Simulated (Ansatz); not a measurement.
# CAlF2N: ionisation energy by level of theory

An exercise on one series of results from a longer session: the logs are not shown, and one member is left open.

Computed with Ansatz 0.2.0, Gaussian basis. Level: unrestricted cation, the program's frozen cores in correlated methods.

Plan: UKS PBE-D4/def2-TZVPP; UKS r2SCAN-D4/def2-TZVPP; UKS PBE0-D4/def2-TZVPP; UKS B3LYP-D4/def2-TZVPP; UKS wB97X-V/def2-TZVPP; UKS wB97M-V/def2-TZVPP; UKS B2PLYP/def2-TZVPP; UHF-CCSD(T)/def2-TZVPP; UHF-MP2/def2-QZVPP; extrapolation to the limit; then −ε(HOMO) from the neutral's earlier runs with LDA (SPW92), PBE-D4, revPBE-D4, BLYP-D4, r2SCAN-D4, B97M-V, PBE0-D4, B3LYP-D4, r2SCANh-D4, r2SCAN0-D4, HSE06-D4, BHLYP-D4, CAM-B3LYP-D4, LC-ωPBE, ωB97X-V, ωB97M-V.

### The relaxed structure

All runs share one geometry, relaxed beforehand with PBE0-D4 in a triple-zeta def2 set.

5 atoms, charge 0, spin multiplicity 1.

Atoms are counted from 1 here; the program's logs count them from 0.

Bond lengths: N1–C2 1.152 Å, C2–Al3 1.905 Å, Al3–F4 1.627 Å, Al3–F5 1.627 Å. Angles: N1–C2–Al3 180.0°, C2–Al3–F4 119.3°, C2–Al3–F5 119.3°, F4–Al3–F5 121.5°.

The first run:

in.yaml reads:

```yaml
crystal:
  periodic: [false, false, false]
  atoms:
    - {symbol: N, position_ang: [1.528495, -1.248620, 1.351812]}
    - {symbol: C, position_ang: [0.794109, -0.651908, 0.694086]}
    - {symbol: Al, position_ang: [-0.419721, 0.334391, -0.393136]}
    - {symbol: F, position_ang: [-1.703444, -0.425245, -1.042488]}
    - {symbol: F, position_ang: [-0.149640, 1.917682, -0.651773]}
basis:
  gaussian: {orbitals: def2-TZVPP}
total_charge: 1
magnetization: {spin_polarized: true, initial_magnetization: 1}
hamiltonian: {xc: pbe, dispersion: d4}
```

Steps of the session up to this table: Cation, UKS PBE-D4/def2-TZVPP; Cation, UKS r2SCAN-D4/def2-TZVPP; Cation, UKS PBE0-D4/def2-TZVPP; Cation, UKS B3LYP-D4/def2-TZVPP; Cation, UKS wB97X-V/def2-TZVPP; Cation, UKS wB97M-V/def2-TZVPP; Cation, UKS B2PLYP (frozen core)/def2-TZVPP; Cation, UHF-CCSD(T)/def2-TZVPP; Cation, UHF-MP2/def2-QZVPP.

One table of the session follows, with a row left open; its other results are not shown here.

For comparison, −ε(HOMO) of the neutral from earlier runs:

```
  functional  −ε(HOMO) (eV)
 LDA (SPW92)           9.13
      PBE-D4           8.98
   revPBE-D4           8.91
     BLYP-D4           8.90
   r2SCAN-D4           9.43
      B97M-V              ?
     PBE0-D4          10.53
    B3LYP-D4          10.24
  r2SCANh-D4           9.95
  r2SCAN0-D4          10.73
    HSE06-D4          10.12
    BHLYP-D4          11.73
CAM-B3LYP-D4          11.97
     LC-ωPBE          13.48
     ωB97X-V          13.00
     ωB97M-V          12.87
```

Estimate the missing values for B97M-V.

The run gave: −ε(HOMO) (eV): 9.36. In the column «−ε(HOMO) (eV)» it lies between LDA (SPW92) (9.13) and r2SCAN-D4 (9.43).
